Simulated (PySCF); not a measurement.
# WO₂²⁺: structure of the singlet

Aim: relax WO₂²⁺ as a singlet from a end-on start, check by its vibrations whether the end is a minimum, and collect its spectrum and constants.

The runs use PySCF 2.14.0; PBE0, basis W def2-TZVP with ECP60, O def2-TZVP, scalar-relativistic core potentials, no spin–orbit coupling, density fitting.

### Step 1. Where the work starts

3 atoms, charge 2, spin multiplicity 1.

Bond lengths: W1–O2 2.060 Å, O2–O3 1.445 Å. Angles: W1–O2–O3 119.9°.

```xyz
3
charge 2 multiplicity 1
W     0.0000    0.0000    0.0000
O     0.0000    0.0000    2.0600
O     1.2528    0.0000    2.7800
```

### Step 2. The SCF at the typed geometry

One driver script runs all steps and calls PySCF; scf.py shows how it sets up the SCF of each step. The optimiser is the driver's own. After this first run the driver tries any further starts and a stability analysis.

scf.py reads:

```python
from pyscf import gto, scf, dft
mol = gto.M(atom='''
W      0.000000     0.000000     0.000000
O      0.000000     0.000000     2.060000
O      1.252800     0.000000     2.780000''',
    basis={'W': 'def2-TZVP', 'O': 'def2-TZVP'},
    ecp={'W': 'def2-TZVP'},
    charge=2, spin=0)
mf = dft.RKS(mol, xc='PBE0')
mf.grids.atom_grid = (50, 194)
aux = {'W': 'def2-universal-JKFIT', 'O': 'def2-universal-JKFIT'}
mf = mf.density_fit(auxbasis=aux)
mf.conv_tol = 1e-08
mf.diis_space = 10
mf.max_cycle = 60
mf.init_guess = 'minao'
mf.verbose = 4
mf.kernel()
```

Started as:

```
$ OMP_NUM_THREADS=2 python axn.py task.json out
```

Log, shortened:

```text
[... the frontier levels of the middle cycles are left out ...]
init E= -198.767473327101
  HOMO = -0.293411589615865  LUMO = -0.290229665057231  gap/eV = 0.08658
cycle= 1 E= -214.8165790841  delta_E=  -16  |g|= 1.85  |ddm|= 6.75
  HOMO = -0.745566326043133  LUMO = -0.728530184753644  gap/eV = 0.46358
cycle= 2 E= -189.102867979964  delta_E= 25.7  |g|= 7.87  |ddm|=  7.6
  HOMO = -0.830778155393823  LUMO = -0.735567186399015  gap/eV = 2.59082
cycle= 3 E= -200.67734214733  delta_E= -11.6  |g|= 6.18  |ddm|= 4.02
cycle= 4 E= -210.98274987225  delta_E= -10.3  |g|=  3.9  |ddm|= 3.79
cycle= 5 E= -213.681067076432  delta_E= -2.7  |g|= 2.76  |ddm|= 1.15
cycle= 6 E= -213.446653643691  delta_E= 0.234  |g|= 2.58  |ddm|= 0.806
cycle= 7 E= -215.896039318872  delta_E= -2.45  |g|=    1  |ddm|= 2.31
cycle= 8 E= -216.063104952887  delta_E= -0.167  |g|= 0.584  |ddm|= 0.542
cycle= 9 E= -216.143183852722  delta_E= -0.0801  |g|= 0.333  |ddm|= 0.464
cycle= 10 E= -216.163443468005  delta_E= -0.0203  |g|= 0.244  |ddm|= 0.379
cycle= 11 E= -216.177807171006  delta_E= -0.0144  |g|= 0.121  |ddm|= 0.183
cycle= 12 E= -216.18395811932  delta_E= -0.00615  |g|= 0.0265  |ddm|= 0.224
cycle= 13 E= -216.184407618602  delta_E= -0.000449  |g|= 0.00922  |ddm|= 0.0602
cycle= 14 E= -216.184922742135  delta_E= -0.000515  |g|= 0.0148  |ddm|= 0.0793
[... 25 cycles left out ...]
Extra cycle  E= -216.193315337544  delta_E= 1.37e-07  |g|= 0.000737  |ddm|= 0.000507
SCF not converged.
init E= -198.767473327101
[... 20 cycles left out ...]
SCF not converged.
init E= -216.167170221142
[... 16 cycles left out ...]
cycle= 17 E= -216.191191965426  delta_E= -0.000203  |g|= 0.00416  |ddm|= 0.0452
cycle= 18 E= -216.191465793541  delta_E= -0.000274  |g|= 0.00424  |ddm|= 0.0627
cycle= 19 E= -216.191586191357  delta_E= -0.00012  |g|= 0.00397  |ddm|= 0.0282
cycle= 20 E= -216.192290370982  delta_E= -0.000704  |g|= 0.0274  |ddm|= 0.24
cycle= 21 E= -216.192329077512  delta_E= -3.87e-05  |g|= 0.0448  |ddm|= 0.131
cycle= 22 E= -216.192165338741  delta_E= 0.000164  |g|= 0.0575  |ddm|= 0.0828
cycle= 23 E= -216.192199369446  delta_E= -3.4e-05  |g|= 0.055  |ddm|= 0.0176
cycle= 24 E= -216.192489617085  delta_E= -0.00029  |g|= 0.0351  |ddm|= 0.0799
cycle= 25 E= -216.192461555546  delta_E= 2.81e-05  |g|= 0.0325  |ddm|= 0.0306
cycle= 26 E= -216.192509074345  delta_E= -4.75e-05  |g|= 0.03  |ddm|= 0.00502
cycle= 27 E= -216.192552186322  delta_E= -4.31e-05  |g|= 0.0236  |ddm|= 0.0207
cycle= 28 E= -216.192686872886  delta_E= -0.000135  |g|= 0.00762  |ddm|= 0.0151
cycle= 29 E= -216.192888563654  delta_E= -0.000202  |g|= 0.00536  |ddm|= 0.0747
cycle= 30 E= -216.193051712496  delta_E= -0.000163  |g|= 0.00722  |ddm|= 0.0799
SCF not converged.
  HOMO = -0.747883165543874  LUMO = -0.653836036965749  gap/eV = 2.55915
macro= 0  E= -216.193311750133  delta_E= -0.000260038  |g|= 0.00668805  3 KF 13 JK
macro= 1  E= -216.193315478624  delta_E= -3.72849e-06  |g|= 0.000378354  2 KF 12 JK
macro= 2  E= -216.193315478624  delta_E= 5.68434e-13  |g|= 1.65629e-05  1 KF 2 JK
macro X = 3  E=-216.193315478624  |g|= 1.65629e-05  total 7 KF 31 JK
converged SCF energy = -216.193315478624
```

This step, with its further starts and checks, needed 16 s of wall time on 2 threads of Arm Neoverse V1, shared host.

The starts that the driver tried:

```
                      start  energy (Eh)
    the minimal-basis guess  -216.193315
a thermally smeared density  -216.193315
      a smeared PBE density  -216.192463
```

Where DIIS stalls, the driver goes on with a level shift of 0.3 Eh and then with a second-order solver.

No lower closed-shell solution turned up from the other starts or in the test of internal stability.

### Step 3. Relaxation: end-on start, singlet

The program finds Cs symmetry in the start, which this walk keeps. Threshold on the gradient: 0.0003 Eh/bohr, with a further test on the energy change.

Edit scf.py of step 2 so:

```diff
@@ -3,3 +3,3 @@
-W      0.000000     0.000000     0.000000
-O      0.000000     0.000000     2.060000
-O      1.252800     0.000000     2.780000''',
+W     -0.092796     0.000000    -0.358503
+O     -0.092796     0.000000     1.701497
+O      1.160004     0.000000     2.421497''',
@@ -16 +15,0 @@
-mf.init_guess = 'minao'
```

Steps of the walk:

```
step  energy (Eh)  change (kJ/mol)  largest symmetric gradient (Eh/bohr)
   0  -216.193315             0.00                               0.12217
   1  -216.260111          -175.37                               0.08137
   2  -216.292981          -261.67                               0.03041
   3  -216.294915          -266.75                               0.10904
   4  -216.307333          -299.35                               0.01177
   5  -216.308106          -301.38                               0.00835
   6  -216.308219          -301.68                               0.00411
   7  -216.308239          -301.73                               0.00020
   8  -216.308239          -301.73                               0.00012
```

The walk took 16 s.

Positions (Å) and forces (eV/Å) along the way:

```
step 0
W   -0.093   0.000  -0.358   0.023   0.000   4.874
O   -0.093   0.000   1.702   6.260   0.000  -1.228
O    1.160   0.000   2.421  -6.283   0.000  -3.646
step 1
W   -0.100   0.000  -0.256  -0.410   0.000   3.291
O    0.047   0.000   1.662   0.988   0.000  -4.185
O    1.028   0.000   2.358  -0.578   0.000   0.894
step 4
W   -0.252   0.000  -0.197   0.034   0.000   0.599
O    0.349   0.000   1.443   0.549   0.000   0.006
O    0.878   0.000   2.518  -0.583   0.000  -0.605
step 8
W   -0.267   0.000  -0.180   0.002   0.000   0.004
O    0.395   0.000   1.423  -0.003   0.000  -0.006
O    0.847   0.000   2.521   0.001   0.000   0.002
```

End point (C∞v, 8 steps, 301.7 kJ/mol gained): O–O 1.187 Å, W–O 1.735 Å; O–O–W 180.0°.

### Step 4. Vibrations and properties at this point

On the finer grid the gradient is checked again; gradients at displacements of ±0.02 bohr then give force constants and infrared intensities.

Edit scf.py of step 3 so:

```diff
@@ -3,3 +3,3 @@
-W     -0.092796     0.000000    -0.358503
-O     -0.092796     0.000000     1.701497
-O      1.160004     0.000000     2.421497''',
+W     -0.131414     0.000000    -0.318799
+O      0.529593     0.000000     1.284748
+O      0.982060     0.000000     2.382394''',
@@ -10 +10 @@
-mf.grids.atom_grid = (50, 194)
+mf.grids.atom_grid = (75, 302)
@@ -13 +13 @@
-mf.conv_tol = 1e-08
+mf.conv_tol = 1e-10
```

The driver hands on the density of the step before, so the log starts near convergence.

SCF at the final geometry:

```text
init E= -216.308225200522
  HOMO = -0.7355342285184  LUMO = -0.632513212019334  gap/eV = 2.80334
cycle= 1 E= -216.308225198584  delta_E= 1.94e-09  |g|= 9.44e-05  |ddm|= 5.59e-05
  HOMO = -0.735555880150752  LUMO = -0.632529043960656  gap/eV = 2.80350
cycle= 2 E= -216.308225119636  delta_E= 7.89e-08  |g|= 0.000602  |ddm|= 0.000357
  HOMO = -0.735537082344507  LUMO = -0.632515295549832  gap/eV = 2.80337
cycle= 3 E= -216.308225200571  delta_E= -8.09e-08  |g|= 5.38e-07  |ddm|= 0.000309
  HOMO = -0.735537100234549  LUMO = -0.632515311384332  gap/eV = 2.80337
cycle= 4 E= -216.308225200571  delta_E=    0  |g|= 2.1e-07  |ddm|= 2.56e-07
  HOMO = -0.735537138043732  LUMO = -0.632515337166954  gap/eV = 2.80337
Extra cycle  E= -216.308225200571  delta_E= -4.55e-13  |g|= 6.52e-07  |ddm|= 4.09e-07
converged SCF energy = -216.308225200571
```

The whole step took 23 s.

Geometry: C∞v; O–O 1.187 Å, W–O 1.734 Å; O–O–W 180.0°.

Modes, for the most abundant isotopes:

```csv
symmetry,ω (cm⁻¹),IR (km/mol),μ (u)
π,374,17.3,16.15
σ+,655,2.5,18.44
σ+,1612,262,16.04
```

Every mode is real; the point is a minimum.

Constants and moments:

* Dipole moment about the centre of mass: 1.75 D
* Highest occupied level: -20.01 eV
* Lowest empty level: -17.21 eV
* Rotational constants: 0.106 cm⁻¹
* Zero-point energy: 18.0 kJ/mol
* Principal polarisabilities: 16.4, 16.4, 55.6 bohr³
* Principal traceless quadrupole moments about the centre of mass: -4.83, -4.83, 9.67 D Å
* Entropy at 298.15 K and 1 bar: 257.7 J/(mol K)
* Heat capacity Cp at 298.15 K: 45.9 J/(mol K)
* Enthalpy at 298.15 K above 0 K: 10.79 kJ/mol
* Rotational symmetry number: 1

Charges (e) and bond orders:

```
atom  Mulliken  Löwdin  polar tensor  Mayer order to W1
  W1      1.78    1.61          1.67                  –
  O2      0.09    0.18          0.48               1.57
  O3      0.12    0.21         -0.16               0.97
```

Mulliken populations on W1 (outside its core potential): s 2.06, p 6.03, d 4.09, f 0.04.

### Step 5. A spin-polarised start

A stability analysis found the closed shell of the lowest minimum unstable towards spin polarisation, so the unrestricted solution is followed.

The program finds C∞v symmetry in the start, which may break. Threshold on the gradient: 0.0003 Eh/bohr, with a further test on the energy change.

Edit scf.py of step 4 so:

```diff
@@ -3,3 +3,3 @@
-W     -0.131414     0.000000    -0.318799
-O      0.529593     0.000000     1.284748
-O      0.982060     0.000000     2.382394''',
+W     -0.131437     0.000000    -0.318856
+O      0.529570     0.000000     1.284691
+O      0.982037     0.000000     2.382337''',
@@ -9,2 +9,2 @@
-mf = dft.RKS(mol, xc='PBE0')
-mf.grids.atom_grid = (75, 302)
+mf = dft.UKS(mol, xc='PBE0')
+mf.grids.atom_grid = (50, 194)
@@ -13 +13 @@
-mf.conv_tol = 1e-10
+mf.conv_tol = 1e-08
```

Energy and gradient, step by step:

```
step  energy (Eh)  change (kJ/mol)  largest gradient (Eh/bohr)
   0  -216.329029             0.00                     0.01129
   1  -216.329202            -0.45                     0.00180
   2  -216.329210            -0.47                     0.00088
   3  -216.329210            -0.47                     0.00004
```

The walk took 9.7 s.

Geometry (Å) and forces (eV/Å) at some steps:

```
step 0
W   -0.131   0.000  -0.319  -0.229   0.000  -0.554
O    0.530   0.000   1.285   0.241   0.000   0.580
O    0.982   0.000   2.382  -0.012   0.000  -0.027
step 1
W   -0.135   0.000  -0.327  -0.039   0.000  -0.092
O    0.532   0.000   1.290   0.002   0.000   0.003
O    0.983   0.000   2.385   0.036   0.000   0.090
step 2
W   -0.136   0.000  -0.329  -0.001   0.000  -0.001
O    0.532   0.000   1.290   0.019   0.000   0.045
O    0.984   0.000   2.387  -0.018   0.000  -0.044
step 3
W   -0.136   0.000  -0.329   0.000   0.000   0.001
O    0.532   0.000   1.290   0.000   0.000  -0.002
O    0.984   0.000   2.387   0.001   0.000   0.001
```

It settles in C∞v symmetry, 0.5 kJ/mol below the start, after 3 steps: O–O 1.186 Å, W–O 1.751 Å; O–O–W 180.0°.

### Step 6. Frequencies

As before: finer grid, then central differences.

Edit scf.py of step 5 so:

```diff
@@ -3,3 +3,3 @@
-W     -0.131437     0.000000    -0.318856
-O      0.529570     0.000000     1.284691
-O      0.982037     0.000000     2.382337''',
+W     -0.132345     0.000001    -0.321036
+O      0.535082    -0.000003     1.297977
+O      0.987215    -0.000005     2.394740''',
@@ -10 +10 @@
-mf.grids.atom_grid = (50, 194)
+mf.grids.atom_grid = (75, 302)
@@ -13 +13 @@
-mf.conv_tol = 1e-08
+mf.conv_tol = 1e-10
```

Log of the central SCF (cycles and frontier levels):

```text
init E= -216.32919948614
[... the frontier-level lines of each cycle are left out ...]
cycle= 1 E= -216.329199486138  delta_E= 1.59e-12  |g|= 4.62e-06  |ddm|= 4.99e-06
Extra cycle  E= -216.329199485841  delta_E= 2.97e-10  |g|= 2.61e-05  |ddm|= 1.71e-05
converged SCF energy = -216.329199485841  <S^2> = 1.1386553  2S+1 = 2.3568244
```

The whole step needed 53 s of wall time on 2 threads of Arm Neoverse V1, shared host.

Geometry: C∞v; O–O 1.186 Å, W–O 1.751 Å; O–O–W 180.0°.

Harmonic modes (main isotopes):

| ω (cm⁻¹) | IR (km/mol) |
| --- | --- |
| 352 | 8.9 |
| 359 | 8.7 |
| 547 | 24.3 |
| 1622 | 201 |

All wavenumbers are real: a minimum.

Here the density breaks the symmetry of the frame, and no labels are given; pairs that should be degenerate can split.

Constants and moments:

- Dipole moment about the centre of mass: 1.33 D
- Highest occupied level: -20.81 eV
- Lowest empty level: -17.49 eV
- Rotational constants: 0.1047 cm⁻¹
- Zero-point energy: 17.2 kJ/mol
- Principal polarisabilities: 16.3, 21.8, 58.6 bohr³
- Principal traceless quadrupole moments about the centre of mass: -7.38, -3.51, 10.89 D Å
- Entropy at 298.15 K and 1 bar: 259.2 J/(mol K)
- Heat capacity Cp at 298.15 K: 47.2 J/(mol K)
- Enthalpy at 298.15 K above 0 K: 11.05 kJ/mol
- Rotational symmetry number: 1
- Spin squared ⟨S²⟩: 1.139

Charges (e) and bond orders:

```tsv
atom	Mulliken	Löwdin	polar tensor	spin (Mulliken)	Mayer order to W1
W1	1.76	1.61	1.50	0.00	–
O2	0.08	0.16	0.50	0.00	1.49
O3	0.16	0.24	0.00	0.00	0.87
```

Mulliken populations on W1 (outside its core potential): s 2.26, p 6.04, d 3.91, f 0.04.

### Step 7. The points found, side by side

| spin | group | bonds | imaginary modes (cm⁻¹) | ΔE (kJ/mol) | with zero-point energy |
| --- | --- | --- | --- | --- | --- |
| broken-symmetry (Ms = 0) | C∞v (density of lower symmetry) | O–O 1.186 Å, W–O 1.751 Å | none | 0.0 | 0.0 |
| singlet | C∞v | O–O 1.187 Å, W–O 1.734 Å | none | 55.1 | 55.9 |

### Step 8. Summary of results

| quantity | value |
| --- | --- |
| minimum | broken-symmetry (Ms = 0), C∞v |
| geometry | O–O 1.186 Å, W–O 1.751 Å; O–O–W 180.0° |
| wavenumbers (cm⁻¹) | 352, 359, 547, 1622 |
| dipole moment (centre of mass) | 1.33 D |
| highest occupied, lowest empty level (either spin) | -20.81, -17.49 eV |
| polar-tensor charge of W1 | +1.50 e |
| zero-point energy | 17.2 kJ/mol |
| entropy at 298.15 K | 259.2 J/(mol K) |
| ⟨S²⟩ | 1.139 |

In words: The end-on start (Cs) ends in a minimum of C∞v symmetry. The determinant is spin-contaminated (⟨S²⟩ = 1.14 against 0.00), so it is no pure spin state. In the infrared the band at 1622 cm⁻¹ leads. Only this shape and spin were tried, so other structures or states may lie lower. The SCF density has lower symmetry than the nuclear frame. Spin–orbit coupling, left out here, can matter for elements this heavy.

The search up to here took 2.1 min.
